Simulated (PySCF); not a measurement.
# C2H6Cd: NMR shieldings

Aim: compute the NMR shieldings of C2H6Cd (`[CH3][Cd][CH3]`).

Programs: PySCF 2.14.0, with routines of our own; each step states its level. All values are computed. Atoms count from 0.

3 further runs of the same task are left out: 3 for a basis unfit for spin-orbit shieldings.

### 1 The starting structure

9 atoms, charge 0, multiplicity 1; geometry from: GFN2-xTB.

### 2 NMR shieldings: PBE0/x2c-SVPall-2c Cd:us-x2c-SVPall-2c, spin-free

The job: settings as JSON, then the geometry in Å.

```
{"job": {"xc": "PBE0", "basis": {"default": "x2c-SVPall-2c", "Cd": "us-x2c-SVPall-2c"}, "rel": "sf", "kind": "hnmr"}, "charge": 0, "multiplicity": 1}
Cd     0.023200     0.017930    -0.000130
C     -0.002360    -0.014380     2.212610
H     -0.437990     0.901740     2.612850
H      1.005340    -0.110050     2.617750
H     -0.592860    -0.855480     2.579140
C      0.005080     0.016700    -2.212450
H     -1.018280     0.015820    -2.589900
H      0.508130    -0.867490    -2.605390
H      0.509740     0.895220    -2.614470
```

Level: PBE0/x2c-SVPall-2c Cd:us-x2c-SVPall-2c GIAO NMR shielding, spin-free X2C, Gaussian nuclei, gas phase.

Started as:

```console
$ OMP_NUM_THREADS=1 python heavy_run.py task.json out
```

The driver reads the jobs from task.json and runs them one after another.

Log:

```text
spin-free SCF
coarse grid: 33400 points
cycle   1  E = -5672.8666451641  dE = -4.136e-01  |g| = 5.395e-01  |ddm| = 4.157e+00
cycle   2  E = -5672.8212143254  dE =  4.543e-02  |g| = 7.404e-01  |ddm| = 1.602e+00
cycle   3  E = -5672.9334770848  dE = -1.123e-01  |g| = 6.507e-02  |ddm| = 8.609e-01
cycle   4  E = -5672.9336795330  dE = -2.024e-04  |g| = 2.965e-02  |ddm| = 6.188e-02
cycle   5  E = -5672.9338433280  dE = -1.638e-04  |g| = 4.736e-03  |ddm| = 2.717e-02
cycle   6  E = -5672.9338465227  dE = -3.195e-06  |g| = 1.868e-04  |ddm| = 6.898e-03
final grid: 69056 points
cycle   7  E = -5672.9345710902  dE = -3.354e-07  |g| = 2.143e-04  |ddm| = 1.554e-03
cycle   8  E = -5672.9345710882  dE =  2.053e-09  |g| = 1.636e-04  |ddm| = 3.058e-04
cycle   9  E = -5672.9345710946  dE = -6.446e-09  |g| = 5.284e-05  |ddm| = 2.256e-04
converged SCF energy = -5672.9345710946
check of the scalar solution
cycle   1  E = -5672.9345710946  dE = -5.673e+03  |FDS-SDF| = 5.284e-05
cycle   2  E = -5672.9345710944  dE =  2.738e-10  |FDS-SDF| = 6.423e-05
converged, E = -5672.9345710944

Field gradients (au) and densities at the nuclei (bohr^-3)
atom        Vxx        Vyy        Vzz        centre      nuclear mean
  0 Cd     2.7867     2.7873    -5.5740     128028.613     127864.839
  1 C      0.0025     0.0040    -0.0065        113.914        113.914
  2 H     -0.1585    -0.1712     0.3296          0.366          0.366
  3 H     -0.1586    -0.1714     0.3301          0.366          0.366
  4 H     -0.1580    -0.1705     0.3285          0.366          0.366
  5 C      0.0025     0.0039    -0.0065        113.914        113.914
  6 H     -0.1583    -0.1708     0.3291          0.366          0.366
  7 H     -0.1585    -0.1711     0.3296          0.366          0.366
  8 H     -0.1589    -0.1717     0.3306          0.366          0.366
without picture change
  0 Cd                          -6.1388                    221655.171

Core orbital energies (eV)
atom   shell        mean    spread
  0 Cd 1s       -26566.518   0.000
  0 Cd 2s        -3966.723   0.000
  0 Cd 3s         -749.430   0.000
  0 Cd 4s         -112.364   0.000
  0 Cd 2p        -3559.599   0.054
  0 Cd 3p         -614.615   0.186
  0 Cd 4p          -72.133   0.189
  0 Cd 3d         -403.070   0.187
  0 Cd 4d          -14.563   0.512

Shielding tensors (ppm)
atom      isotropic    diamagn.    paramagn.     s11        s22        s33       span
  0 Cd     3220.45     4858.57    -1638.12    2367.33    2367.54    4926.48    2559.15
  1 C       197.63      241.28      -43.65     190.69     190.86     211.34      20.65
  2 H        31.79       28.32        3.48      26.16      28.62      40.60      14.44
  3 H        31.80       28.30        3.49      26.16      28.61      40.62      14.45
  4 H        31.78       28.34        3.44      26.14      28.65      40.56      14.41
  5 C       197.69      241.27      -43.58     190.75     190.91     211.41      20.65
  6 H        31.79       28.35        3.45      26.15      28.66      40.58      14.43
  7 H        31.80       28.33        3.47      26.16      28.64      40.60      14.44
  8 H        31.80       28.30        3.50      26.17      28.60      40.64      14.47
```

Run time: 12 s. Hardware: 1 thread of Arm Neoverse V2, shared host; peak memory 0.89 GiB.

### 3 NMR shieldings: PBE0/x2c-SVPall-2c Cd:us-x2c-SVPall-2c in water, spin-free

Settings changed since step 2:

```diff
@@ -1,2 +1,2 @@
-{"job": {"xc": "PBE0", "basis": {"default": "x2c-SVPall-2c", "Cd": "us-x2c-SVPall-2c"}, "rel": "sf", "kind": "hnmr"}, "charge": 0, "multiplicity": 1}
+{"job": {"xc": "PBE0", "basis": {"default": "x2c-SVPall-2c", "Cd": "us-x2c-SVPall-2c"}, "rel": "sf", "solvent": "water", "kind": "hnmr"}, "charge": 0, "multiplicity": 1}
 Cd     0.023200     0.017930    -0.000130
```

Level: PBE0/x2c-SVPall-2c Cd:us-x2c-SVPall-2c GIAO NMR shielding, spin-free X2C, Gaussian nuclei, IEF-PCM water.

Log:

```text
spin-free SCF
coarse grid: 33400 points
cycle   1  E = -5672.8770867913  dE = -4.219e-01  |g| = 5.390e-01  |ddm| = 4.185e+00
cycle   2  E = -5672.8383642856  dE =  3.872e-02  |g| = 7.239e-01  |ddm| = 1.481e+00
cycle   3  E = -5672.9415888758  dE = -1.032e-01  |g| = 5.963e-02  |ddm| = 7.853e-01
cycle   4  E = -5672.9417477887  dE = -1.589e-04  |g| = 2.794e-02  |ddm| = 5.846e-02
cycle   5  E = -5672.9418913986  dE = -1.436e-04  |g| = 5.172e-03  |ddm| = 2.625e-02
cycle   6  E = -5672.9418946540  dE = -3.255e-06  |g| = 2.375e-04  |ddm| = 5.389e-03
final grid: 69056 points
cycle   7  E = -5672.9426183746  dE = -3.353e-07  |g| = 2.561e-04  |ddm| = 1.605e-03
cycle   8  E = -5672.9426183689  dE =  5.671e-09  |g| = 2.531e-04  |ddm| = 5.042e-04
cycle   9  E = -5672.9426183857  dE = -1.677e-08  |g| = 4.779e-05  |ddm| = 3.193e-04
cycle  10  E = -5672.9426183860  dE = -3.338e-10  |g| = 2.447e-05  |ddm| = 4.743e-05
converged SCF energy = -5672.9426183860
check of the scalar solution
cycle   1  E = -5672.9426183861  dE = -5.673e+03  |FDS-SDF| = 2.447e-05
cycle   2  E = -5672.9426183861  dE =  4.547e-12  |FDS-SDF| = 2.943e-05
converged, E = -5672.9426183861

Field gradients (au) and densities at the nuclei (bohr^-3)
atom        Vxx        Vyy        Vzz        centre      nuclear mean
  0 Cd     2.6495     2.6500    -5.2995     128027.340     127863.568
  1 C      0.0220     0.0232    -0.0452        113.905        113.905
  2 H     -0.1587    -0.1732     0.3319          0.366          0.366
  3 H     -0.1589    -0.1734     0.3323          0.367          0.367
  4 H     -0.1582    -0.1725     0.3307          0.366          0.366
  5 C      0.0220     0.0231    -0.0452        113.905        113.905
  6 H     -0.1586    -0.1728     0.3314          0.366          0.366
  7 H     -0.1587    -0.1731     0.3318          0.366          0.366
  8 H     -0.1592    -0.1737     0.3329          0.367          0.367
without picture change
  0 Cd                          -5.8523                    221652.935

Core orbital energies (eV)
atom   shell        mean    spread
  0 Cd 1s       -26565.895   0.000
  0 Cd 2s        -3966.085   0.000
  0 Cd 3s         -748.793   0.000
  0 Cd 4s         -111.736   0.000
  0 Cd 2p        -3558.963   0.053
  0 Cd 3p         -613.979   0.184
  0 Cd 4p          -71.509   0.158
  0 Cd 3d         -402.434   0.185
  0 Cd 4d          -13.948   0.552

Shielding tensors (ppm)
atom      isotropic    diamagn.    paramagn.     s11        s22        s33       span
  0 Cd     3349.14     4857.56    -1508.41    2559.24    2559.48    4928.71    2369.48
  1 C       203.58      241.61      -38.03     199.62     199.75     211.36      11.74
  2 H        32.17       28.67        3.49      26.44      29.01      41.05      14.61
  3 H        32.17       28.66        3.51      26.45      29.00      41.07      14.62
  4 H        32.15       28.69        3.46      26.42      29.04      41.01      14.59
  5 C       203.63      241.61      -37.97     199.68     199.79     211.43      11.75
  6 H        32.17       28.70        3.47      26.43      29.04      41.03      14.60
  7 H        32.17       28.68        3.49      26.44      29.02      41.05      14.61
  8 H        32.18       28.66        3.52      26.46      28.99      41.09      14.63
```

It took 12 s on 1 thread of Arm Neoverse V2, shared host; peak memory 0.91 GiB.

### 4 NMR shieldings: PBE0/x2c-SVPall-2c Cd:us-x2c-SVPall-2c in dichloromethane, spin-free

Settings changed since step 3:

```diff
@@ -1,2 +1,2 @@
-{"job": {"xc": "PBE0", "basis": {"default": "x2c-SVPall-2c", "Cd": "us-x2c-SVPall-2c"}, "rel": "sf", "solvent": "water", "kind": "hnmr"}, "charge": 0, "multiplicity": 1}
+{"job": {"xc": "PBE0", "basis": {"default": "x2c-SVPall-2c", "Cd": "us-x2c-SVPall-2c"}, "rel": "sf", "solvent": "dichloromethane", "kind": "hnmr"}, "charge": 0, "multiplicity": 1}
 Cd     0.023200     0.017930    -0.000130
```

Level: PBE0/x2c-SVPall-2c Cd:us-x2c-SVPall-2c GIAO NMR shielding, spin-free X2C, Gaussian nuclei, IEF-PCM dichloromethane.

Log:

```text
spin-free SCF
coarse grid: 33400 points
cycle   1  E = -5672.8754965002  dE = -4.206e-01  |g| = 5.390e-01  |ddm| = 4.181e+00
cycle   2  E = -5672.8360020969  dE =  3.949e-02  |g| = 7.261e-01  |ddm| = 1.498e+00
cycle   3  E = -5672.9403276398  dE = -1.043e-01  |g| = 6.036e-02  |ddm| = 7.937e-01
cycle   4  E = -5672.9404934595  dE = -1.658e-04  |g| = 2.807e-02  |ddm| = 5.900e-02
cycle   5  E = -5672.9406387846  dE = -1.453e-04  |g| = 5.184e-03  |ddm| = 2.627e-02
cycle   6  E = -5672.9406421010  dE = -3.316e-06  |g| = 2.210e-04  |ddm| = 5.640e-03
final grid: 69056 points
cycle   7  E = -5672.9413659551  dE = -3.337e-07  |g| = 2.501e-04  |ddm| = 1.637e-03
cycle   8  E = -5672.9413659495  dE =  5.631e-09  |g| = 2.501e-04  |ddm| = 4.907e-04
cycle   9  E = -5672.9413659651  dE = -1.558e-08  |g| = 5.000e-05  |ddm| = 3.152e-04
cycle  10  E = -5672.9413659654  dE = -3.101e-10  |g| = 2.334e-05  |ddm| = 4.409e-05
converged SCF energy = -5672.9413659654
check of the scalar solution
cycle   1  E = -5672.9413659654  dE = -5.673e+03  |FDS-SDF| = 2.334e-05
cycle   2  E = -5672.9413659654  dE =  4.547e-12  |FDS-SDF| = 2.702e-05
converged, E = -5672.9413659654

Field gradients (au) and densities at the nuclei (bohr^-3)
atom        Vxx        Vyy        Vzz        centre      nuclear mean
  0 Cd     2.6715     2.6720    -5.3435     128027.549     127863.777
  1 C      0.0189     0.0201    -0.0390        113.906        113.906
  2 H     -0.1587    -0.1728     0.3315          0.366          0.366
  3 H     -0.1589    -0.1731     0.3320          0.366          0.366
  4 H     -0.1582    -0.1721     0.3303          0.366          0.366
  5 C      0.0189     0.0201    -0.0390        113.906        113.906
  6 H     -0.1585    -0.1725     0.3310          0.366          0.366
  7 H     -0.1587    -0.1727     0.3314          0.366          0.366
  8 H     -0.1592    -0.1734     0.3325          0.367          0.367
without picture change
  0 Cd                          -5.8983                    221653.303

Core orbital energies (eV)
atom   shell        mean    spread
  0 Cd 1s       -26565.985   0.000
  0 Cd 2s        -3966.178   0.000
  0 Cd 3s         -748.886   0.000
  0 Cd 4s         -111.827   0.000
  0 Cd 2p        -3559.055   0.053
  0 Cd 3p         -614.072   0.185
  0 Cd 4p          -71.600   0.163
  0 Cd 3d         -402.526   0.186
  0 Cd 4d          -14.037   0.541

Shielding tensors (ppm)
atom      isotropic    diamagn.    paramagn.     s11        s22        s33       span
  0 Cd     3329.59     4857.73    -1528.14    2530.08    2530.31    4928.37    2398.29
  1 C       202.69      241.56      -38.87     198.28     198.43     211.37      13.09
  2 H        32.11       28.61        3.50      26.39      28.94      40.98      14.59
  3 H        32.11       28.60        3.51      26.40      28.93      41.00      14.60
  4 H        32.09       28.63        3.46      26.37      28.97      40.94      14.57
  5 C       202.75      241.55      -38.81     198.34     198.47     211.44      13.09
  6 H        32.11       28.63        3.47      26.38      28.98      40.96      14.58
  7 H        32.11       28.62        3.49      26.39      28.96      40.98      14.59
  8 H        32.12       28.60        3.52      26.41      28.93      41.02      14.62
```

Run time: 12 s. Hardware: 1 thread of Arm Neoverse V2, shared host; peak memory 0.91 GiB.

### 5 Shieldings side by side

| run | Cd0 | C1 | C5 | H8 | H3 | H2 | H7 | time |
| --- | --- | --- | --- | --- | --- | --- | --- | --- |
| step 2, PBE0/x2c-SVPall-2c Cd:us-x2c-SVPall-2c, spin-free | 3220.5 | 197.6 | 197.7 | 31.8 | 31.8 | 31.8 | 31.8 | 12 s |
| step 3, PBE0/x2c-SVPall-2c Cd:us-x2c-SVPall-2c in water, spin-free | 3349.1 | 203.6 | 203.6 | 32.2 | 32.2 | 32.2 | 32.2 | 12 s |
| step 4, PBE0/x2c-SVPall-2c Cd:us-x2c-SVPall-2c in dichloromethane, spin-free | 3329.6 | 202.7 | 202.7 | 32.1 | 32.1 | 32.1 | 32.1 | 12 s |

### 6 Outcome

```
                                                                                 quantity                               value
                   shieldings (step 2, PBE0/x2c-SVPall-2c Cd:us-x2c-SVPall-2c, spin-free)  Cd0 3220.5, C1 197.6, C5 197.7 ppm
          shieldings (step 3, PBE0/x2c-SVPall-2c Cd:us-x2c-SVPall-2c in water, spin-free)  Cd0 3349.1, C1 203.6, C5 203.6 ppm
shieldings (step 4, PBE0/x2c-SVPall-2c Cd:us-x2c-SVPall-2c in dichloromethane, spin-free)  Cd0 3329.6, C1 202.7, C5 202.7 ppm
```

**Reading.** In step 2, Cd0 has the widest tensor, 2559 ppm. Cd0 moves most between the runs, by 129 ppm; the labels say what changes from run to run. No run holds spin-orbit coupling, which is large for shieldings at and beside heavy atoms. The geometry comes from tight binding, which is rough for metal atoms, and these values hang on it.
